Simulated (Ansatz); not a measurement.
# BH₅NSb: one species, many methods

Aim: compute BH₅NSb with functionals from several rungs and with coupled cluster. The yardstick is the atomisation energy at the CCSD(T) limit.

Program: Ansatz 0.2.0, Gaussian basis. Level of theory: functionals in def2-TZVPP, the program's frozen cores in correlated methods. These are calculated values, not measurements.

Plan: LDA (SPW92), PBE-D4, revPBE-D4, BLYP-D4, r2SCAN-D4, B97M-V, PBE0-D4, B3LYP-D4, r2SCANh-D4, r2SCAN0-D4, HSE06-D4, BHLYP-D4, CAM-B3LYP-D4, LC-ωPBE, ωB97X-V, ωB97M-V, B2PLYP, PBE-QIDH; CCSD(T)/def2-SVP; CCSD(T)/def2-TZVPP; MP2/def2-QZVPP; extrapolation to the limit; RPA on PBE.

**1. The geometry**

The geometry comes from an earlier relaxation with PBE0-D4 in a triple-zeta def2 set; it is a stationary point, not always the lowest conformer. Sb takes the def2 core potential; no spin-orbit term is included.

SMILES `N[BH][SbH2]`, 8 atoms, charge 0, spin multiplicity 1.

Atoms are counted from 1 here; the program's logs count them from 0.

Bond lengths: N1–B2 1.383 Å, N1–H4 1.006 Å, N1–H5 1.008 Å, B2–Sb3 2.249 Å, B2–H6 1.197 Å, Sb3–H7 1.707 Å, Sb3–H8 1.712 Å. Angles: B2–N1–H4 123.8°, B2–N1–H5 122.7°, H4–N1–H5 113.5°, N1–B2–Sb3 122.0°, N1–B2–H6 118.7°, Sb3–B2–H6 119.2°, B2–Sb3–H7 92.3°, B2–Sb3–H8 94.2°, H7–Sb3–H8 92.3°.

**2. LDA**

This LDA is Slater exchange with PW92 correlation.

File in.yaml:

```yaml
crystal:
  periodic: [false, false, false]
  atoms:
    - {symbol: N, position_ang: [-0.907356, 0.818364, -0.606721]}
    - {symbol: B, position_ang: [0.383267, 0.615001, -0.152749]}
    - {symbol: Sb, position_ang: [1.242751, -1.446801, 0.112156]}
    - {symbol: H, position_ang: [-1.563945, 0.075113, -0.777440]}
    - {symbol: H, position_ang: [-1.287072, 1.736472, -0.774690]}
    - {symbol: H, position_ang: [1.081915, 1.567800, 0.041318]}
    - {symbol: H, position_ang: [1.427459, -1.227286, 1.794817]}
    - {symbol: H, position_ang: [-0.284820, -2.195562, 0.307506]}
basis:
  gaussian: {orbitals: def2-TZVPP}
hamiltonian: {xc: lda}
output: {orbitals: {seedname: orbitals}}
```

Run with:

```bash
> ansatz run in.yaml --threads 2 --pin off --events-out ev --progress --plain --max-ram 4352MiB
```

After this run come: PBE-D4 (GGA); revPBE-D4 (GGA); BLYP-D4 (GGA); r2SCAN-D4 (meta-GGA); B97M-V (meta-GGA); PBE0-D4 (hybrid); B3LYP-D4 (hybrid); r2SCANh-D4 (hybrid); r2SCAN0-D4 (hybrid); HSE06-D4 (hybrid); BHLYP-D4 (hybrid); CAM-B3LYP-D4 (range-separated); LC-ωPBE (range-separated); ωB97X-V (range-separated); ωB97M-V (range-separated); B2PLYP (double hybrid); PBE-QIDH (double hybrid); CCSD(T) in def2-SVP; CCSD(T) in def2-TZVPP; MP2 in def2-QZVPP; RPA on PBE orbitals.

**Question.** What will the summary of the whole plan be? Wanted: atomisation energy, CCSD(T)/CBS; farthest beyond LDA; mean size of error, GGA; mean size of error, meta-GGA; mean size of error, hybrid; mean size of error, range-separated; mean size of error, double hybrid; gap, smallest and largest; T1 diagnostic.

**Answer**, as computed:

| quantity | value |
| --- | --- |
| atomisation energy, CCSD(T)/CBS | 25.443 eV |
| functionals within 0.254 eV (1.0 %) | revPBE-D4, r2SCAN-D4, PBE0-D4, r2SCANh-D4, HSE06-D4, ωB97M-V, B2PLYP |
| farthest beyond LDA | PBE-D4 (+0.493 eV) |
| mean size of error, GGA | 0.337 eV |
| mean size of error, meta-GGA | 0.161 eV |
| mean size of error, hybrid | 0.239 eV |
| mean size of error, range-separated | 0.269 eV |
| mean size of error, double hybrid | 0.301 eV |
| gap, smallest and largest | 4.35 eV (LDA (SPW92)), 10.96 eV (LC-ωPBE) |
| T1 diagnostic | 0.0140 |
| triples share of the correlation energy | 3.3 % |

**Reading.** LDA overbinds by 3.845 eV (15 %). PBE-D4 is off by +0.493 eV. Double hybrids carry the basis error of their MP2 part in triple zeta, and no dispersion term here, so their miss is partly the set-up's. The rungs meta-GGA, hybrid miss on average by less than the doubt on the reference (0.254 eV), so they tie. Misses under about 0.254 eV are within the doubt on the reference itself, which lacks core-valence correlation, spin-orbit coupling and higher excitations, and its outer-core shells are covered unevenly. All levels share the lack of spin-orbit coupling, which lowers the free heavy atoms and so the true binding. Hartree-Fock recovers 69 % of the binding; the rest is correlation. CCSD(T) in def2-SVP is off by -1.888 eV, so the small basis spoils what the method gains. The gap grows from 4.4 to 11.0 eV across the functionals, mostly with the share of exact exchange. Correlated methods include outer-core shells of Sb, which these sets cover unevenly.
